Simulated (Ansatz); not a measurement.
# Cl2W: the cost of one run

Method: def2-TZVPP, core rule «outside noble gas», up to 14 orbitals frozen; program: Ansatz 0.2.0, Gaussian basis.

Plan: UHF; CCSD(T) on RHF; CCSD(T) on UHF; CCSDT(Q) on RHF; CASSCF and NEVPT2, 16 electrons in 12 orbitals.

## 1. The system

The geometry is a PBE0/def2-TZVP stationary point (not a proven minimum). No spin-orbit coupling is included. Elements past krypton take def2 core potentials.

3 atoms, charge 0, spin multiplicity 1.

Atoms are counted from 1 here; the program's logs count them from 0.

Bond lengths: W1–Cl2 2.205 Å, W1–Cl3 2.205 Å. Angles: Cl2–W1–Cl3 180.0°.

## 2. UHF

File in.yaml:

```yaml
crystal:
  periodic: [false, false, false]
  atoms:
    - {symbol: W, position_ang: [0.000000, 0.000000, 0.000000]}
    - {symbol: Cl, position_ang: [0.000000, 0.000000, -2.205300]}
    - {symbol: Cl, position_ang: [0.000000, 0.000000, 2.205300]}
basis:
  gaussian: {orbitals: def2-TZVPP}
magnetization: {spin_polarized: true, initial_magnetization: 0}
hamiltonian: {xc: hf}
output: {orbitals: {seedname: orbitals}}
```

The run is started by

```console
$ ansatz run in.yaml --threads 1 --pin off --events-out ev --progress --plain --max-ram 2816MiB --backend cpu
```

**Question.** How long does this run take on 1 thread of AMD EPYC 7R13, shared host, and how much memory does it need?

About 46 s, with a peak of 0.56 GiB.
